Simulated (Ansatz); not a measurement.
# BrF: the cost of one run

All numbers are computed with Ansatz 0.2.0 through its Python package. Level of theory: MP2/def2-SVP.

## 1. The system

Bond lengths: Br1–F2 1.730 Å.

No structure file is read: the coordinates are typed or built in the script.

## 2. Script

File brf.py:

```python
'''Interaction energy of two BrF molecules, with the counterpoise correction.'''

from dataclasses import dataclass

import ansatz as az


@dataclass(frozen=True)
class Settings:
    basis_set: str = 'def2-SVP'
    level: str = 'mp2'


cfg = Settings()

FIRST = [
    ('Br', (0.0, 0.0, -0.865)),
    ('F', (0.0, 0.0, 0.865)),
]
SECOND = [
    ('Br', (2.9254, -2.0187, -3.4141)),
    ('F', (1.671, -1.3723, -2.4133)),
]

def energy(atoms, ghosts=()):
    molecule = az.Crystal.molecule()
    for symbol, xyz in atoms:
        molecule = molecule.atom(symbol, xyz)
    calc = (
        molecule.calculation()
        .basis(gaussian=cfg.basis_set)
        .correlation(cfg.level)
    )
    deck = calc.input()
    if ghosts:
        deck = deck.set(az.key.basis.gaussian.ghost_atoms, [{'symbol': s, 'position_ang': list(xyz)} for s, xyz in ghosts])
    return az.Session.from_dict(deck).plan().execute().report['free_energy_ev']

# ghost atoms carry the functions of the partner
both = energy(FIRST + SECOND)
alone = energy(FIRST) + energy(SECOND)
ghosted = energy(FIRST, SECOND) + energy(SECOND, FIRST)
print(f'dimer {both:.6f} eV')
print(f'interaction, uncorrected   {(both - alone):8.3f} eV')
print(f'interaction, counterpoise  {(both - ghosted):8.3f} eV')
print(f'basis-set superposition    {(alone - ghosted):8.3f} eV')
```

## 3. What the engine is handed

The package turns the script's settings into the engine's input (first run):

```yaml
crystal:
  periodic: [false, false, false]
  atoms:
    - { symbol: Br, position_ang: [0.0, 0.0, -0.865] }
    - { symbol: F, position_ang: [0.0, 0.0, 0.865] }
    - { symbol: Br, position_ang: [2.9254, -2.0187, -3.4141] }
    - { symbol: F, position_ang: [1.671, -1.3723, -2.4133] }
basis:
  gaussian:
    orbitals: def2-SVP
correlation:
  method: mp2
```

## 4. Running it

On the command line:

```console
$ python brf.py
```

**Question.** How long does this script take on 1 thread of Arm Neoverse V1, shared host, and how much memory does it need?

About 7.8 s, with a peak of 0.25 GiB.
